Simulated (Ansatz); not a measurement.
# C2H8OSi: the cost of one run

All numbers are computed with Ansatz 0.2.0 through its Python package. Level of theory: CAM-B3LYP/pcseg-2.

### Step 1. Starting point

Bond lengths: C1–Si2 1.893 Å, Si2–C3 1.902 Å, Si2–O4 1.634 Å, C1–H5 1.085 Å, C1–H6 1.085 Å, C1–H7 1.086 Å, Si2–H8 1.471 Å, C3–H9 1.085 Å, C3–H10 1.087 Å, C3–H11 1.087 Å, O4–H12 0.952 Å. Angles (14 of 19 angles, heavy atoms first): C1–Si2–C3 111.5°, C1–Si2–O4 104.0°, C3–Si2–O4 111.2°, C1–Si2–H8 111.8°, C3–Si2–H8 109.0°, O4–Si2–H8 109.4°, Si2–C1–H5 110.9°, Si2–C1–H6 111.2°, Si2–C1–H7 111.4°, Si2–C3–H9 111.4°, Si2–C3–H10 111.6°, Si2–C3–H11 111.4°, Si2–O4–H12 121.6°, H5–C1–H6 107.8°.

No structure file is read: the coordinates are typed or built in the script.

### Step 2. Script

File run_spin.py:

```python
# -*- coding: utf-8 -*-
"""Vertical spin-state energies of C2H8OSi."""

import ansatz as az

BASIS = "pcseg-2"
XC = "CAM-B3LYP"

c2h8osi = (
    az.Crystal.molecule()
    .atom("C", (-0.95016, 0.67744, -1.23297))
    .atom("Si", (-0.41068, -0.2169, 0.34599))
    .atom("C", (1.38091, 0.21669, 0.81493))
    .atom("O", (-0.55673, -1.80033, -0.02825))
    .atom("H", (-1.96056, 0.396, -1.51049))
    .atom("H", (-0.92988, 1.75438, -1.10071))
    .atom("H", (-0.30092, 0.43282, -2.06834))
    .atom("H", (-1.29169, 0.09983, 1.48051))
    .atom("H", (1.49101, 1.27558, 1.02428))
    .atom("H", (1.70387, -0.32275, 1.7016))
    .atom("H", (2.07201, -0.03048, 0.01319))
    .atom("H", (-0.24718, -2.48228, 0.56027))
)

job = c2h8osi.calculation().basis(gaussian=BASIS).functional(XC)
found = {}
for unpaired in [0, 2, 4]:
    summary = job.spin("collinear", total=unpaired).run().report
    s = unpaired / 2
    found[unpaired] = summary["free_energy_ev"]
    print(f"2S+1 = {unpaired + 1}: E = {found[unpaired]:.5f} eV, <S^2> = {abs(summary['mean_field']['state']['spin_squared']):.3f} (pure state {s * (s + 1):.2f})")
lowest = min(found, key=found.get)
for unpaired, e in found.items():
    print(f"multiplicity {unpaired + 1}: {23.060548 * (e - found[lowest]):.1f} kcal/mol above the lowest")
```

### Step 3. What the engine is handed

The engine receives this input (first run):

```yaml
crystal:
  periodic: [false, false, false]
  atoms:
    - { symbol: C, position_ang: [-0.95016, 0.67744, -1.23297] }
    - { symbol: Si, position_ang: [-0.41068, -0.2169, 0.34599] }
    - { symbol: C, position_ang: [1.38091, 0.21669, 0.81493] }
    - { symbol: O, position_ang: [-0.55673, -1.80033, -0.02825] }
    - { symbol: H, position_ang: [-1.96056, 0.396, -1.51049] }
    - { symbol: H, position_ang: [-0.92988, 1.75438, -1.10071] }
    - { symbol: H, position_ang: [-0.30092, 0.43282, -2.06834] }
    - { symbol: H, position_ang: [-1.29169, 0.09983, 1.48051] }
    - { symbol: H, position_ang: [1.49101, 1.27558, 1.02428] }
    - { symbol: H, position_ang: [1.70387, -0.32275, 1.7016] }
    - { symbol: H, position_ang: [2.07201, -0.03048, 0.01319] }
    - { symbol: H, position_ang: [-0.24718, -2.48228, 0.56027] }
basis:
  gaussian:
    orbitals: pcseg-2
hamiltonian:
  xc: cam_b3lyp
magnetization:
  spin_polarized: true
  initial_magnetization: 0.0
```

### Step 4. Launch

Run with:

```console
$ python run_spin.py
```

What time and memory should one allow on 1 thread of Arm Neoverse V1, shared host?

About 2.4 min, with a peak of 1.1 GiB.
